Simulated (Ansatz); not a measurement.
This script for Ansatz 0.2.0, Python API starts 5 runs on CH₄ClFSi, SMILES F[SiH2]CCl. What input does the engine get in each?

`methods_ch4clfsi.py`
```python
"""One geometry of CH4ClFSi, method by method."""

from pathlib import Path

import ansatz
import numpy as np

geometry_ang = [
    ("F", (-1.6431, 1.2257, -0.122)),
    ("Si", (-0.1435, 0.8574, -0.202)),
    ("C", (-0.0249, -0.9231, 0.2058)),
    ("Cl", (1.7886, -1.4172, 0.1546)),
    ("H", (0.3519, 1.139, -1.5936)),
    ("H", (0.6024, 1.7337, 0.7592)),
    ("H", (-0.333, -1.1345, 1.2313)),
    ("H", (-0.5061, -1.538, -0.4892)),
]
system = ansatz.Crystal.molecule()
for symbol, xyz in geometry_ang:
    system = system.atom(symbol, xyz)

calculation = system.calculation().basis(gaussian="cc-pVDZ")

print("functional    E (Ha)        dipole (D)   HOMO (eV)  LUMO (eV)")
for name in ["hse06", "lda", "lc_wpbe", "pbe0", "b3lyp"]:
    data = calculation.functional(name).forces().orbitals().run(threads=1, backend="cpu", runs_dir="runs").report
    lines = Path(data["orbitals_path"]).read_text().splitlines()
    field_of = lambda key: [line.split("=")[1].strip() for line in lines if line.startswith(key)]
    orbitals = [(27.211386 * float(e), s, float(n)) for e, s, n in zip(field_of("Ene="), field_of("Spin="), field_of("Occup="))]
    homo = max(e for e, _, n in orbitals if n > 0.5)
    lumo = min(e for e, _, n in orbitals if n < 0.5)
    dipole = 4.803205 * np.linalg.norm(data["charge_distribution"]["dipole_moment_e_ang"])
    print(f"{name:10s} {data['free_energy_ev'] / 27.211386246:14.6f} {dipole:9.3f} {homo:11.3f} {lumo:10.3f}")
```

Run 1:
```yaml
crystal:
  periodic: [false, false, false]
  atoms:
    - { symbol: F, position_ang: [-1.6431, 1.2257, -0.122] }
    - { symbol: Si, position_ang: [-0.1435, 0.8574, -0.202] }
    - { symbol: C, position_ang: [-0.0249, -0.9231, 0.2058] }
    - { symbol: Cl, position_ang: [1.7886, -1.4172, 0.1546] }
    - { symbol: H, position_ang: [0.3519, 1.139, -1.5936] }
    - { symbol: H, position_ang: [0.6024, 1.7337, 0.7592] }
    - { symbol: H, position_ang: [-0.333, -1.1345, 1.2313] }
    - { symbol: H, position_ang: [-0.5061, -1.538, -0.4892] }
basis:
  gaussian:
    orbitals: cc-pVDZ
hamiltonian:
  xc: hse06
output:
  orbitals: {}
  forces: true
```

Run 2, against run 1:
```diff
-  xc: hse06
+  xc: lda
```

Run 3, against run 1:
```diff
-  xc: hse06
+  xc: lc_wpbe
```

Run 4, against run 1:
```diff
-  xc: hse06
+  xc: pbe0
```

Run 5, against run 1:
```diff
-  xc: hse06
+  xc: b3lyp
```

Output of `python methods_ch4clfsi.py`:
```text
functional    E (Ha)        dipole (D)   HOMO (eV)  LUMO (eV)
hse06         -889.650895     0.894      -8.072     -0.897
lda           -886.400184     0.878      -7.111     -1.759
lc_wpbe       -889.790739     0.947     -11.292      1.941
pbe0          -889.671502     0.894      -8.478     -0.509
b3lyp         -890.124299     0.894      -8.162     -0.698
```

What to keep in mind:
- Total energies depend on the basis set; only differences at equal settings carry meaning.
- The geometry is a force-field or estimated start, not a minimum of this method, and the basis set is short of its limit. A lower total doesn't mark the better method: functionals have no common bound, and MP2 and coupled cluster aren't variational.
- b3lyp holds the VWN-RPA fit, as in Gaussian; the form of ORCA and Turbomole is b3lyp5.
- Levels such as HOMO and LUMO are orbital energies: with these approximate functionals they aren't the ionisation energy and electron affinity, and their gap isn't the fundamental gap.
- For Al to Cl the sets with a tight d function, cc-pV(X+d)Z, are usual.
- hse06 follows the composition of plane-wave codes, whose totals differ by tens of mHa, up to about 0.1 Ha, from the form usual in Gaussian-basis programs (wpbeh).
- Timing: 13 s on 1 thread of Arm Neoverse V2, on a shared host, peak memory 0.23 GiB.
